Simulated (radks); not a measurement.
**Mo²⁺ in [Kr] 4d4: an all-electron calculation**

One table from this session's results is given with a row withheld; the runs are named, their logs left out.

Method: scalar-relativistic Kohn-Sham, PBE, spin-unpolarised, spherical densities, finite nucleus. Code: radks (a radial shooting solver on a logarithmic mesh, Libxc functionals) version 1.

## The atom as given

| Item | Value |
| --- | --- |
| element | molybdenum (Z = 42) |
| charge | +2 |
| electrons | 40 |
| configuration | [Kr] 4d4 |
| nuclear rms radius | 4.4091 fm |

Outer shells as boxes (Hund's rule):

Mo²⁺
```
[Kr] core
4d [↑ ][↑ ][↑ ][↑ ][  ]
```

Set-up of the first run:

Input:

```text
Z 42
configuration [Kr] 4d4 5s0 5p0 4f0 5d0
relativity scalar-relativistic
functional pbe,pbe
spin unpolarised
nucleus finite rms 4.4091 fm
c 137.035999084
```

Run with:

```sh
$ python run_ks.py task.json out
```

All runs below come from this command, one after another.

Among the steps run: Self-consistent calculation.

One of the session's tables, all rows but one given; the rest of the session is left out.

It belongs to the step «Radial structure». Sizes of the orbitals, from the radial functions (bohr):

| level | <r> | outermost maximum (interpolated) | 90 % within | nodes |
| --- | --- | --- | --- | --- |
| 1s | ? | ? | ? | ? |
| 2s | 0.1537 | 0.130 | 0.237 | 1 |
| 2p | 0.1340 | 0.104 | 0.218 | 0 |
| 3s | 0.4289 | 0.384 | 0.634 | 2 |
| 3p | 0.4306 | 0.377 | 0.651 | 1 |
| 3d | 0.4152 | 0.323 | 0.664 | 0 |
| 4s | 1.104 | 0.989 | 1.61 | 3 |
| 4p | 1.227 | 1.07 | 1.82 | 2 |
| 4d | 1.726 | 1.35 | 2.72 | 1 |
| 5s | 2.940 | 2.62 | 4.25 | 4 |
| 5p | 3.524 | 3.14 | 5.10 | 3 |

**Question.** Estimate the row for 1s.

**Answer.** <r>: 0.03517; outermost maximum (interpolated): 0.0229; 90 % within: 0.0630; nodes: 0. In the column «<r>» it is the lowest.

Caveats from the session: Spin polarisation and multiplet splitting are left out.
